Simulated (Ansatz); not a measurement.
# Cd3TeSe2: the cost of one run

Method: DFT PBE, scalar-relativistic, plane waves, PAW, in Ansatz 0.2.0.

1 further run of the same task is left out (it didn't finish).

## 1. The system as given

The structure is hexagonal, space group P6mm (No. 183). The conventional cell has a = 6.292 Å, b = 6.292 Å, c = 4.419 Å, α = 90.00°, β = 90.00°, γ = 120.00°. Around Cd (site symmetry 2mm) lie 4 Se at 2.85 to 2.87 Å and 4 Cd at 3.15 Å and 4 Te at 3.67 to 4.03 Å. Te (site symmetry 6mm) has 6 Se at 3.65 Å and 12 Cd at 3.67 to 4.03 Å as nearest neighbours. Se (site symmetry 3m) has 6 Cd at 2.85 to 2.87 Å as nearest neighbours.

Coordinates:

```cif
data_structure
_symmetry_space_group_name_H-M 'P 1'
_symmetry_Int_Tables_number 1
_cell_length_a 6.2922
_cell_length_b 6.2922
_cell_length_c 4.4194
_cell_angle_alpha 90.000
_cell_angle_beta 90.000
_cell_angle_gamma 120.000
_cell_volume 151.53
loop_
_atom_site_label
_atom_site_type_symbol
_atom_site_fract_x
_atom_site_fract_y
_atom_site_fract_z
_atom_site_occupancy
Cd1 Cd 0.50000 0.50000 0.45952 1
Cd2 Cd 0.50000 0.00000 0.45952 1
Cd3 Cd 0.00000 0.50000 0.45952 1
Te1 Te 0.00000 0.00000 0.88881 1
Se1 Se 0.66667 0.33333 0.96314 1
Se2 Se 0.33333 0.66667 0.96314 1
```

Recipe of the guess: species swapped into a database cell of ErCo3Ge2 (P6mm, No. 183), with Te on the Er sites, Cd on the Co sites and Se on the Ge sites. The dimensions are guesses.

## 2. A first look at the guess

The input, input.yaml:

```yaml
crystal:
  lattice:
    - [6.29217353, 0.0, 0.0]
    - [-3.14608677, 5.44918212, 0.0]
    - [0.0, 0.0, 4.41943111]
  atoms:
    - { symbol: Cd, position: [0.5, 0.5, 0.45951599] }
    - { symbol: Cd, position: [0.5, 0.0, 0.45951599] }
    - { symbol: Cd, position: [0.0, 0.5, 0.45951599] }
    - { symbol: Te, position: [0.0, 0.0, 0.88881302] }
    - { symbol: Se, position: [0.66666667, 0.33333333, 0.96313798] }
    - { symbol: Se, position: [0.33333333, 0.66666667, 0.96313798] }
basis:
  ecutwfc: 420
kpoints:
  mp_grid: { grid: [3, 3, 4] }
hamiltonian:
  xc: pbe
scf:
  occupations: { method: gaussian, width: 0.1 }
  lower_state_search: "off"
output:
  forces: true
  stress: true
  eigenvalues: true
```

Launch:

```console
$ ansatz run input.yaml --threads 1 --pin off --max-ram 2560MiB --backend cpu --events-out ev --progress --plain --runs-dir out
```

What time and memory should one allow on 1 thread of Arm Neoverse V2, shared host?

About 7 s, with a peak of 0.4 GiB.
